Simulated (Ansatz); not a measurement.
# BGaH₄OS₂: a ladder of functionals and wavefunction methods

The task here is to estimate one member of a computed series from the others.

Method: functionals in def2-TZVPP, the program's frozen cores in correlated methods; program: Ansatz 0.2.0, Gaussian basis.

Levels to be run: LDA (SPW92), PBE-D4, revPBE-D4, BLYP-D4, r2SCAN-D4, B97M-V, PBE0-D4, B3LYP-D4, r2SCANh-D4, r2SCAN0-D4, HSE06-D4, BHLYP-D4, CAM-B3LYP-D4, LC-ωPBE, ωB97X-V, ωB97M-V, B2PLYP, PBE-QIDH; CCSD(T)/def2-SVP; CCSD(T)/def2-TZVPP; MP2/def2-QZVPP; extrapolation to the limit; RPA on PBE.

**Structure used throughout**

An earlier PBE0-D4 in a triple-zeta def2 set relaxation fixed the geometry.

9 atoms, charge 0, spin multiplicity 1.

Atoms are counted from 1 here; the program's logs count them from 0.

Bond lengths: O1–B2 1.329 Å, O1–H6 0.979 Å, B2–S3 1.855 Å, B2–H7 1.192 Å, S3–S4 2.094 Å, S4–Ga5 2.295 Å, Ga5–H8 1.553 Å, Ga5–H9 1.556 Å. Angles: B2–O1–H6 110.8°, O1–B2–S3 120.8°, O1–B2–H7 122.7°, S3–B2–H7 116.5°, B2–S3–S4 101.1°, S3–S4–Ga5 69.3°, S4–Ga5–H8 114.7°, S4–Ga5–H9 113.3°, H8–Ga5–H9 131.5°.

Coordinates:

```mol
BGaH4OS2
  3D, bonds by distance, orders not assigned

  9  8  0  0  0  0  0  0  0  0999 V2000
    1.0840    1.6226   -0.3366 O   0  0
    1.5185    0.3716   -0.2208 B   0  0
    0.4946   -1.0490   -0.8315 S   0  0
   -1.2386   -0.0549   -1.4581 S   0  0
   -1.4531   -0.7731    0.7109 Ga  0  0
    0.1934    1.6451   -0.7429 H   0  0
    2.5785    0.0983    0.2501 H   0  0
   -2.1173   -2.1681    0.8696 H   0  0
   -1.0600    0.3076    1.7592 H   0  0
  1  2  8  0
  2  3  8  0
  3  4  8  0
  4  5  8  0
  1  6  8  0
  2  7  8  0
  5  8  8  0
  5  9  8  0
M  END
```

Set-up of the first run:

File in.yaml:

```yaml
crystal:
  periodic: [false, false, false]
  atoms:
    - {symbol: O, position_ang: [1.083962, 1.622554, -0.336570]}
    - {symbol: B, position_ang: [1.518503, 0.371556, -0.220833]}
    - {symbol: S, position_ang: [0.494575, -1.049036, -0.831456]}
    - {symbol: S, position_ang: [-1.238622, -0.054898, -1.458055]}
    - {symbol: Ga, position_ang: [-1.453078, -0.773090, 0.710938]}
    - {symbol: H, position_ang: [0.193410, 1.645075, -0.742897]}
    - {symbol: H, position_ang: [2.578512, 0.098294, 0.250065]}
    - {symbol: H, position_ang: [-2.117292, -2.168051, 0.869617]}
    - {symbol: H, position_ang: [-1.059970, 0.307596, 1.759181]}
basis:
  gaussian: {orbitals: def2-TZVPP}
hamiltonian: {xc: lda}
output: {orbitals: {seedname: orbitals}}
```

Started as:

```bash
$ ansatz run in.yaml --threads 4 --pin off --events-out ev --progress --plain --max-ram 10444MiB
```

Among the steps run: LDA; PBE-D4 (GGA); revPBE-D4 (GGA); BLYP-D4 (GGA); r2SCAN-D4 (meta-GGA); B97M-V (meta-GGA); PBE0-D4 (hybrid); B3LYP-D4 (hybrid); r2SCANh-D4 (hybrid); r2SCAN0-D4 (hybrid); HSE06-D4 (hybrid); BHLYP-D4 (hybrid); CAM-B3LYP-D4 (range-separated); LC-ωPBE (range-separated); ωB97X-V (range-separated); ωB97M-V (range-separated); B2PLYP (double hybrid); PBE-QIDH (double hybrid).

One table of the session follows, with a row left open; its other results are not shown here.

It belongs to the step «Frontier levels by functional». 

```
  functional  HOMO (eV)  LUMO (eV)  gap (eV)
 LDA (SPW92)      -6.46      -2.72      3.74
      PBE-D4      -6.31      -2.50      3.82
   revPBE-D4      -6.26      -2.41      3.85
     BLYP-D4      -6.14      -2.35      3.78
   r2SCAN-D4      -6.56      -2.34      4.23
      B97M-V      -6.66      -2.24      4.41
     PBE0-D4      -7.49      -1.51      5.98
    B3LYP-D4      -7.24      -1.73      5.51
  r2SCANh-D4      -7.00      -1.97      5.03
  r2SCAN0-D4      -7.66      -1.43      6.23
    HSE06-D4      -7.09      -1.89      5.20
    BHLYP-D4      -8.52      -0.43      8.09
CAM-B3LYP-D4      -8.76      -0.36      8.40
     LC-ωPBE          ?          ?         ?
     ωB97X-V      -9.78       0.71     10.49
     ωB97M-V      -9.60       0.55     10.15
```

Estimate the missing values for LC-ωPBE.

As computed: HOMO (eV): -10.13; LUMO (eV): 0.84; gap (eV): 10.97. In the column «HOMO (eV)» it is the lowest.
